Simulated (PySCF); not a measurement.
**CH7NSn (SMILES C[NH][SnH3]) at 6 levels**

We compute a comparison of 6 runs (HF/STO-3G, M06-2X/def2-SVP, M06-L/def2-SVP, PBE/def2-SVP, PBE0/def2-SVP, revPBE/def2-SVP) of CH7NSn. Input form: a Python script.

The results are computed with PySCF 2.14.0.

1 further run of the same task is left out (set aside as unsound or not needed).

### Step 1. The structure to begin with

CH7NSn: 10 atoms, total charge 0, spin state singlet. As SMILES, `C[NH][SnH3]`. Geometry: relaxed at PBE0-D4/def2-TZVP.

Bond lengths: C1–N2 1.451 Å, N2–Sn3 2.028 Å, C1–H4 1.095 Å, C1–H5 1.094 Å, C1–H6 1.101 Å, N2–H7 1.011 Å, Sn3–H8 1.705 Å, Sn3–H9 1.706 Å, Sn3–H10 1.718 Å. Some angles: C1–N2–Sn3 118.3°, C1–N2–H7 111.0°, Sn3–N2–H7 112.3°, N2–C1–H4 110.3°, N2–C1–H5 109.7°, N2–C1–H6 115.2°, N2–Sn3–H8 106.4°, N2–Sn3–H9 105.8°, N2–Sn3–H10 112.2°, H4–C1–H5 106.6°.

### Step 2. The energy at HF/STO-3G (run 1)

calc.py reads:

```python
from pyscf import gto, scf

mol = gto.M(
    atom='''
C       -0.898400       0.758000      -0.879200
N       -0.343000      -0.532900      -0.516500
Sn       0.897300      -0.629400       1.085100
H       -1.664200       0.637600      -1.652700
H       -1.396800       1.201100      -0.011700
H       -0.168200       1.494600      -1.247500
H        0.037300      -1.004000      -1.326200
H        1.451700      -2.239000       1.169900
H       -0.052600      -0.195500       2.433700
H        2.220200       0.458400       0.948000
''',
    verbose=3,
    basis='sto-3g',
    max_memory=1860,
    spin=0,
)

mf = scf.RHF(mol)
mf.conv_tol = 1e-10
mf.kernel()
if not mf.converged:
    mf = mf.newton().run(mf.mo_coeff, mf.mo_occ)

e_final = mf.e_tot
print('Final energy', e_final)
```

Run with:

```console
$ OMP_NUM_THREADS=1 python calc.py
```

The program printed:

```text
converged SCF energy = -6058.51840031684
Final energy -6058.518400316841
```

Run time: 0.79 s. Hardware: 1 thread of Intel Xeon at 2.70GHz, shared host; peak memory 0.12 GiB.

### Step 3. The energy at M06-2X/def2-SVP (core potential) (run 2)

input.xyz reads:

```xyz
10
CH7NSn
C     -0.898400     0.758000    -0.879200
N     -0.343000    -0.532900    -0.516500
Sn     0.897300    -0.629400     1.085100
H     -1.664200     0.637600    -1.652700
H     -1.396800     1.201100    -0.011700
H     -0.168200     1.494600    -1.247500
H      0.037300    -1.004000    -1.326200
H      1.451700    -2.239000     1.169900
H     -0.052600    -0.195500     2.433700
H      2.220200     0.458400     0.948000
```

run.py reads:

```python
from pyscf import gto, dft

mol = gto.M(
    atom='input.xyz',
    charge=0,
    verbose=3,
    max_memory=1860,
    basis='def2-svp',
    ecp={'Sn': 'def2-svp'},
)

mf = dft.RKS(mol)
mf.xc = 'm06-2x'
mf.conv_tol = 1e-10
mf.grids.level = 5
mf.kernel()
if not mf.converged:
    mf = mf.newton().run(mf.mo_coeff, mf.mo_occ)

e_final = mf.e_tot
print(f'total energy: {e_final:.8f} hartree')
```

Run with:

```console
$ OMP_NUM_THREADS=1 python run.py
```

The program printed:

```text
converged SCF energy = -311.12132408577
total energy: -311.12132409 hartree
```

Run time: 29 s. Hardware: 1 thread of Intel Xeon at 2.70GHz, shared host; peak memory 0.5 GiB.

Runs 3 to 4 aren't shown in full; the table further down has their settings and results.

### Step 4. A single-point energy at PBE0/def2-SVP (core potential) (run 5)

job.py reads:

```python
# C[NH][SnH3]
from pyscf import gto, dft

system = gto.Mole()
system.atom = '''
C     -0.898400     0.758000    -0.879200
N     -0.343000    -0.532900    -0.516500
Sn     0.897300    -0.629400     1.085100
H     -1.664200     0.637600    -1.652700
H     -1.396800     1.201100    -0.011700
H     -0.168200     1.494600    -1.247500
H      0.037300    -1.004000    -1.326200
H      1.451700    -2.239000     1.169900
H     -0.052600    -0.195500     2.433700
H      2.220200     0.458400     0.948000
'''
system.verbose = 4
system.basis = 'def2-svp'
system.spin = 0
system.max_memory = 1860
system.ecp = {'Sn': 'def2-svp'}
system.build()

mf = dft.RKS(system)
mf.xc = 'pbe0'
mf.grids.level = 5
mf.conv_tol = 1e-10
mf.kernel()
if not mf.converged:
    mf = mf.newton().run(mf.mo_coeff, mf.mo_occ)

e_tot = mf.e_tot
print('Final energy', e_tot)
```

Run with:

```console
$ OMP_NUM_THREADS=1 python job.py
```

The program printed:

```text
PySCF version 2.14.0

[... 81 lines left out ...]
converged SCF energy = -311.136396300929
Final energy -311.1363963009293
```

Run time: 18 s. Hardware: 1 thread of Intel Xeon at 2.70GHz, shared host; peak memory 0.45 GiB.

### Step 5. A single-point energy at revPBE/def2-SVP (core potential) (run 6)

geometry.xyz reads:

```xyz
10

C     -0.898400     0.758000    -0.879200
N     -0.343000    -0.532900    -0.516500
Sn     0.897300    -0.629400     1.085100
H     -1.664200     0.637600    -1.652700
H     -1.396800     1.201100    -0.011700
H     -0.168200     1.494600    -1.247500
H      0.037300    -1.004000    -1.326200
H      1.451700    -2.239000     1.169900
H     -0.052600    -0.195500     2.433700
H      2.220200     0.458400     0.948000
```

calc.py reads:

```python
# C[NH][SnH3]
from pyscf import gto, dft

mol = gto.M(
    atom='geometry.xyz',
    basis='def2-svp',
    charge=0,
    verbose=3,
    max_memory=1860,
    ecp={'Sn': 'def2-svp'},
)

mf = dft.RKS(mol)
mf.xc = 'revpbe'
mf.grids.level = 5
mf.conv_tol = 1e-10
mf.kernel()
if not mf.converged:
    mf = mf.newton().run(mf.mo_coeff, mf.mo_occ)

e_tot = mf.e_tot
print('E(%s) = %.9f' % ('REVPBE', e_tot))
```

Run with:

```console
$ OMP_NUM_THREADS=1 python calc.py
```

The program printed:

```text
converged SCF energy = -311.260660386998
E(REVPBE) = -311.260660387
```

It took 20 s on 1 thread of Intel Xeon at 2.70GHz, shared host; peak memory 0.45 GiB.

### Step 6. All runs side by side

| run | level | core potential | integration grid | energy (Eh) | dipole moment (D) | HOMO energy (eV) | LUMO energy (eV) | wall time |
| --- | --- | --- | --- | --- | --- | --- | --- | --- |
| 1 | HF/STO-3G | – | – | -6058.518400 | 1.24 | -7.16 | 11.04 | 0.79 s |
| 2 | M06-2X/def2-SVP (core potential) | def2-svp | 5 | -311.121324 | 0.86 | -7.67 | 1.07 | 29 s |
| 3 | M06-L/def2-SVP (core potential) | def2-svp | 5 | -311.392749 | 0.81 | -5.14 | 0.21 | 35 s |
| 4 | PBE/def2-SVP (core potential) | def2-svp | 5 | -311.107001 | 0.81 | -4.90 | -0.43 | 21 s |
| 5 | PBE0/def2-SVP (core potential) | def2-svp | 5 | -311.136396 | 0.84 | -6.31 | 0.37 | 18 s |
| 6 | revPBE/def2-SVP (core potential) | def2-svp | 5 | -311.260660 | 0.80 | -4.87 | -0.32 | 20 s |

### Step 7. What came out

```
            quantity          value
 run 6: total energy  -311.26066 Eh
run 6: dipole moment         0.80 D
  run 6: HOMO energy       -4.87 eV
  run 6: LUMO energy       -0.32 eV
run 6: HOMO–LUMO gap        4.55 eV
```

The dipole moment (its size) runs from 0.80 D (revPBE/def2-SVP) to 1.24 D (HF/STO-3G). The two ends differ in method and basis and core potential. The HOMO–LUMO gap runs from 4.47 eV (PBE/def2-SVP) to 18.19 eV (HF/STO-3G). Totals of different functionals can't be ranked against each other. Some runs of one species differ in core potentials or relativity; totals across that change don't compare. In run 1 the basis is minimal, so the values are rough. In run 1 relativity is left out where basis or elements ask for it. All runs together took 2 min, the longest 35 s.
